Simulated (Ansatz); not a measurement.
Geometry optimisation, Ansatz, DFT PBE, scalar-relativistic, plane waves, PAW.

Input:

```yaml
accuracy: low
crystal:
  lattice:
    - [5.77632, 0.0, 0.0]
    - [0.0, 5.65128, 0.0]
    - [0.0, 0.0, 16.1687]
  atoms:
    - { symbol: W, position: [0.0, 0.0, 0.0618479] }
    - { symbol: C, position: [0.5, 0.25, 0.164978] }
    - { symbol: W, position: [0.25, 0.0, 0.2165431] }
    - { symbol: C, position: [0.25, 0.25, 0.3196732] }
    - { symbol: W, position: [0.0, 0.5, 0.0618479] }
    - { symbol: C, position: [0.5, 0.75, 0.164978] }
    - { symbol: W, position: [0.25, 0.5, 0.2165431] }
    - { symbol: C, position: [0.25, 0.75, 0.3196732] }
    - { symbol: W, position: [0.5, 0.0, 0.0618479] }
    - { symbol: C, position: [1.0, 0.25, 0.164978] }
    - { symbol: W, position: [0.75, 0.0, 0.2165431] }
    - { symbol: C, position: [0.75, 0.25, 0.3196732] }
    - { symbol: W, position: [0.5, 0.5, 0.0618479] }
    - { symbol: C, position: [1.0, 0.75, 0.164978] }
    - { symbol: W, position: [0.75, 0.5, 0.2165431] }
    - { symbol: C, position: [0.75, 0.75, 0.3196732] }
    - { symbol: F, position: [0.414473, 0.4209776, 0.3394645] }
basis:
  ecutwfc: 420.0
kpoints:
  mp_grid: { grid: [3, 3, 1] }
hamiltonian:
  xc: pbe
  pseudopotentials: { kind: paw, azcp: { folder: soft_1 } }
scf:
  occupations: { method: fermi_dirac, width: 0.1 }
  lower_state_search: "off"
relax:
  f_tol: 0.08
  max_steps: 25
  adjacent_minimum: "off"
  constraints: [{ sites: [0, 4, 8, 12] }]
output:
  write_density: true
  write_potential: true
  elf: true
  volumetric_format: npy
```

Launched with:

```bash
$ ansatz run input.yaml --threads 2 --pin off --max-ram 5120MiB --backend cpu --events-out ev --progress --plain --runs-dir out
```

Where does it end, and by what steps?

The forces met the threshold. Limits of this set-up: coarse k mesh, thin slab, slab without dipole correction, odd electron count without spin, low accuracy level. After 19 steps the energy has fallen by 10.930 eV; F17 moved furthest, 1.59 Å. Parted: W7–F17 (2.25 → 3.22 Å). Joined: W3–C12 (3.62 → 2.50 Å), C4–C12 (2.89 → 1.42 Å), W7–C12 (3.62 → 2.50 Å), C8–W11 (3.62 → 2.46 Å), C8–W15 (3.62 → 2.46 Å), C8–C16 (2.89 → 1.34 Å).

| step | energy less start (eV) | largest force component (eV/Å) | accepted |
| --- | --- | --- | --- |
| 0 | 0.0000 | 3.164 | yes |
| 1 | -2.0055 | 2.000 | yes |
| 2 | -3.0482 | 1.827 | yes |
| 3 | -3.6574 | 2.043 | yes |
| 4 | -4.3463 | 1.981 | yes |
| 5 | -5.1647 | 2.859 | yes |
| 6 | -6.0727 | 3.415 | yes |
| 7 | -6.9462 | 3.019 | yes |
| 8 | -7.5036 | 1.646 | yes |
| 9 | -7.8334 | 0.991 | yes |
| 10 | -8.0843 | 1.108 | yes |
| 11 | -8.3772 | 1.299 | yes |
| 12 | -8.7848 | 1.677 | yes |
| 13 | -9.6880 | 3.227 | yes |
| 14 | -10.5893 | 1.724 | yes |
| 15 | -10.8930 | 0.633 | yes |
| 16 | -10.9130 | 0.353 | yes |
| 17 | -10.9279 | 0.081 | yes |
| 18 | -10.9290 | 0.082 | yes |
| 19 | -10.9297 | 0.021 | yes |

```xyz
17
Lattice="5.7763 0.0000 0.0000 0.0000 5.6513 0.0000 0.0000 0.0000 16.1687" Properties=species:S:1:pos:R:3
W 0.000 0.000 1.000
C 2.914 1.413 2.628
W 1.395 -0.015 3.454
C 1.061 1.413 5.057
W 0.000 2.826 1.000
C 2.802 4.238 2.651
W 1.395 2.841 3.454
C 0.162 4.239 4.715
W 2.888 0.000 1.000
C 5.775 1.413 2.518
W 4.342 -0.009 3.477
C 5.487 1.413 4.617
W 2.888 2.826 1.000
C 5.660 4.239 2.485
W 4.343 2.835 3.477
C 4.659 4.238 5.098
F 1.468 1.413 6.343
```

Run time: 110 s on 2 threads of Intel(R) Xeon(R) 6975P-C (Granite Rapids) (shared host), peak memory 1.1 GiB.
